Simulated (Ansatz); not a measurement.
**CH₅BN₂O: geometry optimisation**

Method: RKS r2SCAN0-D4/def2-SVP; program: Ansatz 0.2.0.

## (1) Starting geometry

SMILES `NB1NCO1`, 10 atoms, charge 0, spin multiplicity 1.

Atoms are counted from 1 here; the program's logs count them from 0.

Bond lengths: N1–B2 1.409 Å, N1–H6 1.018 Å, N1–H7 1.017 Å, B2–N3 1.452 Å, B2–O5 1.414 Å, N3–C4 1.463 Å, N3–H8 1.019 Å, C4–O5 1.443 Å, C4–H9 1.116 Å, C4–H10 1.117 Å. Angles: B2–N1–H6 121.5°, B2–N1–H7 123.2°, H6–N1–H7 114.5°, N1–B2–N3 136.3°, N1–B2–O5 128.2°, N3–B2–O5 95.4°, B2–N3–C4 84.1°, B2–N3–H8 131.0°, C4–N3–H8 122.2°, N3–C4–O5 93.7°, N3–C4–H9 115.0°, N3–C4–H10 115.2°, O5–C4–H9 111.2°, O5–C4–H10 111.7°, H9–C4–H10 109.2°, B2–O5–C4 86.2°.

Coordinates:

```mol
CH5BN2O
  3D, bonds by distance, orders not assigned

 10 10  0  0  0  0  0  0  0  0999 V2000
   -1.6568    0.4093   -0.8192 N   0  0
   -0.4257    0.1989   -0.1672 B   0  0
    0.2113   -0.8928    0.5474 N   0  0
    1.3668    0.0035    0.5832 C   0  0
    0.6502    1.1039   -0.0162 O   0  0
   -1.9036    1.3167   -1.2098 H   0  0
   -2.4208   -0.2613   -0.7966 H   0  0
    0.2981   -1.8823    0.3183 H   0  0
    1.7281    0.2672    1.6058 H   0  0
    2.2355   -0.3142   -0.0427 H   0  0
  1  2  8  0
  1  6  8  0
  1  7  8  0
  2  3  8  0
  2  5  8  0
  3  4  8  0
  3  8  8  0
  4  5  8  0
  4  9  8  0
  4 10  8  0
M  END
```

## (2) Relaxation

Input file input.yaml:

```yaml
crystal:
  periodic: [false, false, false]
  atoms:
    - { symbol: "N", position_ang: [-1.656767, 0.409292, -0.819239] }
    - { symbol: B, position_ang: [-0.42574, 0.198889, -0.167234] }
    - { symbol: "N", position_ang: [0.211317, -0.892796, 0.547362] }
    - { symbol: C, position_ang: [1.366782, 0.003491, 0.583177] }
    - { symbol: O, position_ang: [0.650199, 1.103881, -0.016187] }
    - { symbol: H, position_ang: [-1.903557, 1.316716, -1.209751] }
    - { symbol: H, position_ang: [-2.420826, -0.261342, -0.796605] }
    - { symbol: H, position_ang: [0.298098, -1.882308, 0.318316] }
    - { symbol: H, position_ang: [1.72806, 0.2672, 1.605811] }
    - { symbol: H, position_ang: [2.235535, -0.314222, -0.04265] }
basis:
  gaussian: { orbitals: def2-SVP }
hamiltonian:
  xc: { name: r2SCAN0 }
  dispersion: d4
output:
  forces: true
relax:
  f_tol: 0.003
  max_steps: 120
```

Started as:

```sh
ansatz run input.yaml --threads 1 --pin off --max-ram 2560MiB --backend cpu --events-out ev --progress --plain --runs-dir out
```

**Question.** How long does this run take on 1 thread of Intel Xeon Platinum 8259CL at 2.50GHz (Skylake/Cascade Lake), shared host, and how much memory does it need?

About 69 s, with a peak of 0.24 GiB.
